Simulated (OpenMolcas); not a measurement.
# Br2 (bromine): levels of theory compared

Wanted: a comparison of 6 runs (HF/aug-cc-pVTZ, B3LYP/6-31G*, PBE/aug-cc-pVTZ, SVWN5/aug-cc-pVTZ, TPSS/aug-cc-pVTZ, MP2/aug-cc-pVTZ) of Br2 (bromine). 

Program for the calculation: OpenMolcas 26.06.

### 1 The molecule

Br2: 2 atoms, total charge 0, spin state singlet. SMILES: `BrBr`. The Br1–Br2 distance was set to 2.966 Å, away from the relaxed value.

Bond lengths: Br1–Br2 2.966 Å.

### 2 A single-point energy at HF/aug-cc-pVTZ (run 1)

mol.inp reads:

```
&GATEWAY
BasLib=$CurrDir
BasisSet
Br.aug-cc-pVTZ....
Br1 1.556768 -0.520624 0.797632 angstrom
Br2 -0.972980 0.325390 -0.498520 angstrom
End of Basis
&SEWARD
&SCF
Thresholds=1e-10 1e-07 1e-07 1e-05
PrOrbitals=1
```

The basis set aug-cc-pVTZ is read from a file made from the Basis Set Exchange's data (not shown).

Started as:

```sh
$ export MOLCAS_MEM=1860
$ pymolcas mol.inp > mol.log
```

Output:

```text
--- Start Module: gateway ---
[...]
--- Stop Module: gateway /rc=_RC_ALL_IS_WELL_ ---
--- Start Module: seward ---
[...]
      Basis functions          118
--- Stop Module: seward /rc=_RC_ALL_IS_WELL_ ---
[...]
--- Start Module: scf ---
[...]
       Convergence after  12 Iterations
[...]
::    Total SCF energy                              -5144.8471801508
[...]
      Total spin, S                                     0.0000000000
[...]
      Total electronic charge=   70.000000
      Total            charge=   -0.000000
[...]
      Dipole Moment (debye):
      Origin of the operator (angstrom)=    0.2919   -0.0976    0.1496
                   X=  2.1625E-12               Y= -1.3021E-12               Z=  8.2158E-13           Total=  2.6546E-12
      Quadrupole Moment (debye*angstrom):
[...]
--- Stop Module: scf /rc=_RC_ALL_IS_WELL_ ---
[...]
```

It took 17 s on 1 thread of Arm Neoverse V1, shared host; peak memory 0.74 GiB.

### 3 A single-point energy at B3LYP/6-31G(d) (spherical functions) (run 2)

job.inp reads:

```
&GATEWAY
 BasLib = $CurrDir
 Coord
 2
 angstrom
 Br       1.556768      -0.520624       0.797632
 Br      -0.972980       0.325390      -0.498520
 Basis = 6-31Gs
 Group = NoSym

&SEWARD
 GridInput
 Grid=UltraFine
 End of Grid

&SCF
 KSDFT = B3LYP
 Thresholds = 1e-10 1e-07 1e-07 1e-05
 PrOrbitals = 1 2
```

The basis set 6-31G* is read from a file made from the Basis Set Exchange's data (not shown).

Started as:

```sh
$ export MOLCAS_MEM=1860
$ pymolcas job.inp > job.log
```

Output:

```text
--- Start Module: gateway ---
[...]
--- Stop Module: gateway /rc=_RC_ALL_IS_WELL_ ---
--- Start Module: seward ---
[...]
      Basis functions           64
--- Stop Module: seward /rc=_RC_ALL_IS_WELL_ ---
[...]
--- Start Module: scf ---
[...]
       Convergence after   9 Iterations
[...]
::    Total KS-DFT energy                           -5147.6909048411
[...]
      Total spin, S                                     0.0000000000
[...]
      Total electronic charge=   70.000000
      Total            charge=   -0.000000
[...]
      Dipole Moment (debye):
      Origin of the operator (angstrom)=    0.2919   -0.0976    0.1496
                   X= -1.2358E-09               Y=  4.1335E-10               Z= -6.3308E-10           Total=  1.4488E-09
      Quadrupole Moment (debye*angstrom):
[...]
--- Stop Module: scf /rc=_RC_ALL_IS_WELL_ ---
[...]
```

Wall time 5.1 s (1 thread of Arm Neoverse V1, shared host); peak memory 0.4 GiB.

Runs 3 to 5 aren't shown in full; the table further down has their settings and results.

### 4 The energy at MP2/aug-cc-pVTZ (run 6)

test.inp reads:

```
&gateway
 baslib
 $CurrDir
 coord
 2
 bohr
 Br     2.94186516    -0.98383677     1.50730603
 Br    -1.83866572     0.61489798    -0.94206627
 basis
 aug-cc-pVTZ
 group
 NoSym

&seward

&scf
 thresholds
 1e-10 1e-07 1e-07 1e-05
 prorbitals
 1 1

&mbpt2
 frozen
 18
```

The basis set aug-cc-pVTZ is read from a file made from the Basis Set Exchange's data (not shown).

Started as:

```sh
$ export MOLCAS_MEM=1860
$ pymolcas test.inp > test.log
```

Output:

```text
--- Start Module: gateway ---
[...]
--- Stop Module: gateway /rc=_RC_ALL_IS_WELL_ ---
[...]
      Basis functions          118
[...]
--- Start Module: scf ---
[...]
       Convergence after  12 Iterations
[...]
::    Total SCF energy                              -5144.8471801513
[...]
      Total spin, S                                     0.0000000000
[...]
      Total electronic charge=   70.000000
      Total            charge=   -0.000000
[...]
      Dipole Moment (debye):
      Origin of the operator (angstrom)=    0.2919   -0.0976    0.1496
                   X=  1.0593E-12               Y= -3.5844E-13               Z=  6.8045E-13           Total=  1.3090E-12
      Quadrupole Moment (debye*angstrom):
[...]
--- Stop Module: scf /rc=_RC_ALL_IS_WELL_ ---
[...]
--- Start Module: mbpt2 ---
[...]
WARNING!
Default frozen orbitals as non valence orbitals is overwritten by user input.
Default values:  28
[...]
       Reference weight ( Cref**2 )         =        0.84271
::    Total MBPT2 energy                            -5145.3194169492
[...]
      Total MBPT2 calculations                           0.84      0.96
--- Stop Module: mbpt2 /rc=_RC_ALL_IS_WELL_ ---
[...]
```

It took 18 s on 1 thread of Arm Neoverse V1, shared host; peak memory 0.74 GiB.

### 5 The series

```csv
run,level,integration grid,frozen core orbitals,energy (Eh),dipole moment (D) of the reference,HOMO energy (eV),LUMO energy (eV),wall time
1,HF/aug-cc-pVTZ,–,–,-5144.847180,0.00,-11.98,-3.26,17 s
2,B3LYP/6-31G* (spherical functions),UltraFine,–,-5147.690905,0.00,-8.53,-6.64,5.1 s
3,PBE/aug-cc-pVTZ,UltraFine,–,-5147.578844,0.00,-7.53,-7.13,28 s
4,SVWN5/aug-cc-pVTZ,UltraFine,–,-5141.252139,0.00,-7.67,-7.35,25 s
5,TPSS/aug-cc-pVTZ,UltraFine,–,-5148.166716,0.00,-7.66,-7.14,33 s
6,MP2/aug-cc-pVTZ,–,18,-5145.319417,0.00,-11.98,-3.26,18 s
```

### 6 Summary of results

```
                                           quantity           value
                                run 6: total energy  -5145.31942 Eh
          run 6: dipole moment (mean-field density)          0.00 D
         run 6: HOMO energy (Hartree–Fock orbitals)       -11.98 eV
         run 6: LUMO energy (Hartree–Fock orbitals)        -3.26 eV
       run 6: HOMO–LUMO gap (Hartree–Fock orbitals)         8.72 eV
run 6: correlation energy (18 core orbitals frozen)      -472.2 mEh
```

Over runs 1, 2, 3, 4, 5 the HOMO–LUMO gap runs from 0.32 eV (SVWN5/aug-cc-pVTZ) to 8.72 eV (HF/aug-cc-pVTZ). Exact exchange widens orbital gaps. Totals of different functionals can't be ranked against each other. All runs together took 2.1 min, the longest 33 s.
